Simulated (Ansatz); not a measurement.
# H7NOSi2: the cost of one run

All numbers are computed with Ansatz 0.2.0, driven from Python. Level of theory: r2SCAN/def2-SVP.

## Step 1: Starting point

Bond lengths: O1–Si2 1.585 Å, Si2–N3 1.700 Å, N3–Si4 1.700 Å, O1–H5 0.953 Å, Si2–H6 1.450 Å, Si2–H7 1.501 Å, N3–H8 1.033 Å, Si4–H9 1.425 Å, Si4–H10 1.510 Å, Si4–H11 1.458 Å. Angles (14 of 16 angles, heavy atoms first): O1–Si2–N3 104.4°, Si2–N3–Si4 111.8°, O1–Si2–H6 116.1°, O1–Si2–H7 109.8°, N3–Si2–H6 112.6°, N3–Si2–H7 104.6°, Si2–O1–H5 116.1°, Si2–N3–H8 111.4°, Si4–N3–H8 107.0°, N3–Si4–H9 107.9°, N3–Si4–H10 109.3°, N3–Si4–H11 108.5°, H6–Si2–H7 108.6°, H9–Si4–H10 110.0°.

The script holds or builds the structure itself.

## Step 2: The script

Contents of h7nosi2_opt.py:

```python
'''Relax the H7NOSi2 molecule.'''

import itertools
import warnings

import ansatz as az
from ase import Atoms
from ase.data import atomic_numbers, covalent_radii
import numpy as np
import pandas as pd

BASIS_SET = 'def2-SVP'
XC = 'r2scan'


def main() -> None:
    warnings.simplefilter('ignore', az.DeckWarning)

    atoms = Atoms(['O', 'Si', 'N', 'Si', 'H', 'H', 'H', 'H', 'H', 'H', 'H'], positions=[
        (-0.8114, 1.6406, -1.2431),
        (-0.1497, 1.2735, 0.1495),
        (0.7639, -0.1244, -0.1706),
        (-0.0976, -1.5409, 0.2054),
        (-0.3589, 1.3236, -2.0196),
        (-1.0625, 1.101, 1.2623),
        (0.8663, 2.3139, 0.5201),
        (1.6331, -0.1425, 0.3882),
        (0.7307, -2.6553, -0.1132),
        (-1.3635, -1.5866, -0.6163),
        (-0.3252, -1.576, 1.6453),
    ])
    molecule = az.Crystal.molecule_from_ase(atoms)

    calc = molecule.calculation().basis(gaussian=BASIS_SET).functional(XC).scf(lower_state_search='light')
    symbols = [site.symbol for site in molecule.cartesian_sites]
    start = np.array([site.position_ang for site in molecule.cartesian_sites], dtype=float)
    def progress(event):
        if event['event'] == 'relax_step':
            row = event['data']
            print(f'step {row["step"]:3d}  E = {row["lagrangian_ev"]:.6f} eV  largest force component {row["allowed_force_max_ev_ang"]:.4f} eV/A')


    summary = calc.relax(force_tolerance=0.005).session().plan().execute(on_event=progress).report
    end = np.array(summary['positions_ang'])

    for key in ('converged', 'free_energy_ev', 'reference_energy_ev', 'n_frozen', 'n_occupied', 'n_virtual'):
        print(f'{key:22s} {summary[key]}')

    # pairs closer than 1.2 times the sum of covalent radii, before or after
    radius = [covalent_radii[atomic_numbers[s]] for s in symbols]
    span = lambda where, i, j: np.linalg.norm(where[i] - where[j])
    bonded = [(i, j) for i, j in itertools.combinations(range(len(symbols)), 2) if min(span(start, i, j), span(end, i, j)) < 1.2 * (radius[i] + radius[j])]
    print('pair        before    after (A)')
    for i, j in bonded:
        print(f'{symbols[i]}{i}-{symbols[j]}{j}'.ljust(10), f'{span(start, i, j):8.4f} {span(end, i, j):8.4f}')

    charges = summary['charge_distribution']
    table = pd.DataFrame({'atom': symbols, 'mulliken': charges['mulliken_charges_e'], 'lowdin': charges['lowdin_charges_e']})
    print(table.round(3).to_string())
    print('dipole (e A):', np.round(charges['dipole_moment_e_ang'], 4) + 0.0)


if __name__ == '__main__':
    main()
```

## Step 3: Launch

The run is started by

```sh
$ python h7nosi2_opt.py
```

What time and memory should one allow on 1 thread of Arm Neoverse V1, shared host?

About 2.2 min, with a peak of 0.26 GiB.
